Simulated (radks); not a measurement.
# Er²⁹⁺ in [Kr] 4d3: an all-electron calculation

Aim: the levels, the sizes of the orbitals and the parts of the energy of the erbium ion Er29+.

Method: scalar-relativistic Kohn-Sham, r2SCAN, spin-unpolarised, spherical densities, finite nucleus. Code: radks (a radial shooting solver on a logarithmic mesh, Libxc functionals) version 1.

### Step 1. The atom as given

```
element            : erbium (Z = 68)
charge             : +29
electrons          : 39
configuration      : [Kr] 4d3
nuclear rms radius : 5.2516 fm
```

Outer shells as boxes (Hund's rule):

Er²⁹⁺
```
[Kr] core
4d [↑ ][↑ ][↑ ][  ][  ]
```

### Step 2. The calculation

Settings of this run:

```text
Z 68
configuration [Kr] 4d3 5s0 5p0 4f0 5d0
relativity scalar-relativistic
functional r2scan,r2scan
spin unpolarised
nucleus finite rms 5.2516 fm
c 137.035999084
```

The run is started by

```
python run_ks.py task.json out
```

All runs below come from this command, one after another.

Q: Predict the outcome of this run.

**Answer**, as computed:

```
                        quantity                 value
                    total energy   -12664.5889 hartree
exchange-correlation share of it                1.87 %
                            −T/E                1.0870
          highest occupied level        4d, -1064.8 eV
    most extended occupied level  4d, <r> = 0.487 bohr
 radius at density 0.001 e/bohr³             1.25 bohr
    maxima of the radial density                     4
         ionisation energy, NIST      1092 (theory) eV
```

The radial density shows 4 maxima for 4 occupied principal shells. −T/E is 1.087: with relativity the kinetic term as defined here no longer equals −E. The top level binds by 1064.8 eV, 98 % of the NIST ionisation energy of 1092 eV. Spin polarisation and multiplet splitting are left out. Spin-orbit splitting is averaged out at the scalar-relativistic level.
